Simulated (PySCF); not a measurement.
# F4O2V2 ([F2V(mu-O)2VF2]2-): the cost of one run

Programs: PySCF 2.14.0, with routines of our own; each step states its level. All values are computed. Atoms count from 0.

### Step 1. The starting structure

8 atoms, charge -2, high-spin multiplicity 5; geometry from: idealised, bond lengths from ionic radii.

The system (edge-sharing dimer): [F2V(mu-O)2VF2]2-. The metals (V(III), V(III)) are 2.50 Å apart; the bridge angle is 94°; the spin sites are atom 0 (2 unpaired) and atom 1 (2 unpaired).

### Step 2. Magnetic exchange: B3LYP/def2-SVP in water

What the job is given:

```
{"job": {"kind": "bs", "xc": "B3LYP", "basis": "def2-SVP", "grid": 1, "solvent": "water"}, "charge": -2, "high_spin_multiplicity": 5, "spin_sites": [[[0], 2], [[1], 2]]}
V     -1.249000     0.000000    -0.000000
V      1.249000     0.000000    -0.000000
O      0.000000     1.168800    -0.000000
O      0.000000    -1.168800     0.000000
F     -2.268400     0.000000     1.519800
F     -2.268400    -0.000000    -1.519800
F      2.268400    -0.000000    -1.519800
F      2.268400     0.000000     1.519800
```

Method: B3LYP/def2-SVP high-spin and broken-symmetry single points, IEF-PCM water.

Command:

```
> OMP_NUM_THREADS=1 python exch_run.py task.json out
```

This one command runs all jobs of the session in turn.

Q: Estimate the wall time of this first job on 1 thread of Arm Neoverse N1, shared host.

About 40 s.
